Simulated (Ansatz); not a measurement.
Working through a ranking of structure types by relaxed energy of MgC2 on several prototypes

Program: Ansatz 0.2.0 through its Python package.

Interactive session:
```pycon
>>> import csv
>>> import warnings
>>> import ansatz
>>> import numpy as np
>>> def cdi2(a_site, b_site, a):
...     return (
...         ansatz.Lattice.from_parameters(a, a, 1.6 * a, alpha=90, beta=90, gamma=120)
...         .space_group(164)
...         .atom(a_site, [0, 0, 0])
...         .atom(b_site, [1 / 3, 2 / 3, 0.25])
...     )
...
>>> def rutile(a_site, b_site, a):
...     return (
...         ansatz.Lattice.from_parameters(a, a, 0.65 * a, alpha=90, beta=90, gamma=90)
...         .space_group(136)
...         .atom(a_site, [0, 0, 0])
...         .atom(b_site, [0.305, 0.305, 0])
...     )
...
>>> def alb2(A, B, a):
...     return (
...         ansatz.Lattice.from_parameters(a, a, 1.1 * a, alpha=90, beta=90, gamma=120)
...         .space_group(191)
...         .atom(A, [0, 0, 0])
...         .atom(B, [1 / 3, 2 / 3, 0.5])
...     )
...
>>> def run_phase(name, crystal):
...     calc = (
...         crystal.calculation()
...         .basis(500)
...         .kpoints(spacing=0.3)
...         .occupations('cold', width=0.02)
...         .stress()
...         .band_table()
...     )
...     calc = calc.relax(force_tolerance=0.03, cell=True)
...     return calc.run()
...
>>> def relaxed_twice(name, crystal):
...     # the second pass draws mesh and plane waves anew for the relaxed cell
...     first = run_phase(name, crystal)
...     again = ansatz.Crystal(lattice=ansatz.Lattice.of(first.lattice.cell_ang))
...     for site in first.report['lattice']['sites']:
...         again = again.atom(site['symbol'], site['position_frac'])
...     return run_phase(name, again)
...
>>> def pressure_gpa(outcome):
...     return float(np.trace(outcome.report['stress_gpa']) / 3)
...
>>> def volume_per_atom(outcome):
...     return abs(np.linalg.det(outcome.lattice.cell_ang)) / len(outcome.lattice.sites)
...
>>> warnings.simplefilter('ignore', ansatz.DeckWarning)
>>> phases = {}
>>> phases['CdI2'] = cdi2('Mg', 'C', 3.1)
>>> phases['rutile'] = rutile('Mg', 'C', 4.93)
>>> phases['AlB2'] = alb2('Mg', 'C', 3.3)
>>> done = {}
>>> for name, crystal in phases.items():
...     try:
...         done[name] = relaxed_twice(name, crystal)
...     except ansatz.NonConvergedError as error:
...         print(name, 'did not converge:', str(error)[:120])
...
>>> energy = {name: o.report['energy_sigma0_ev'] / len(o.lattice.sites) for name, o in done.items()}
>>> lowest = min(energy.values())
>>> rows = [(name, len(o.lattice.sites), 1000 * (energy[name] - lowest), pressure_gpa(o), volume_per_atom(o)) for name, o in done.items()]
>>> rows.sort(key=lambda row: row[2])
>>> with open('prototypes.csv', 'w', newline='') as handle:
...     writer = csv.writer(handle)
...     writer.writerow(['phase', 'atoms', 'dE (meV/atom)', 'P (GPa)', 'V (A^3/atom)'])
...     writer.writerows([round(v, 4) if isinstance(v, float) else v for v in row] for row in rows)
...
48
>>> print(open('prototypes.csv').read())
phase,atoms,dE (meV/atom),P (GPa),V (A^3/atom)
rutile,6,0.0,0.0382,12.943
AlB2,3,84.0149,0.0074,17.8431
CdI2,3,196.7765,0.0162,8.5263
>>> print('order:', ' < '.join(row[0] for row in rows))
order: rutile < AlB2 < CdI2
```

By space group at the end of each run: P4_2/mnm (+0 meV an atom, 12.9 Å³), P6/mmm (+84 meV an atom, 17.8 Å³) and P-3m1 (+197 meV an atom, 8.5 Å³).

Caveats:
- For the metals among these phases the mesh is modest: differences between phases can be off by up to 40 meV an atom.
- Pressure is positive in compression.
- No functional is typed, so the default, PBE, holds.
- The cells are built on prototypes, so most aren't the phase found in nature. Rows bear the name of their start, and a relaxation keeps or raises the symmetry. Differences under about 40 meV an atom lie within the error of mesh and functional.
- Hardware and time: 3.5 min on 1 thread of Arm Neoverse V2 (shared host), peak memory 0.46 GiB.
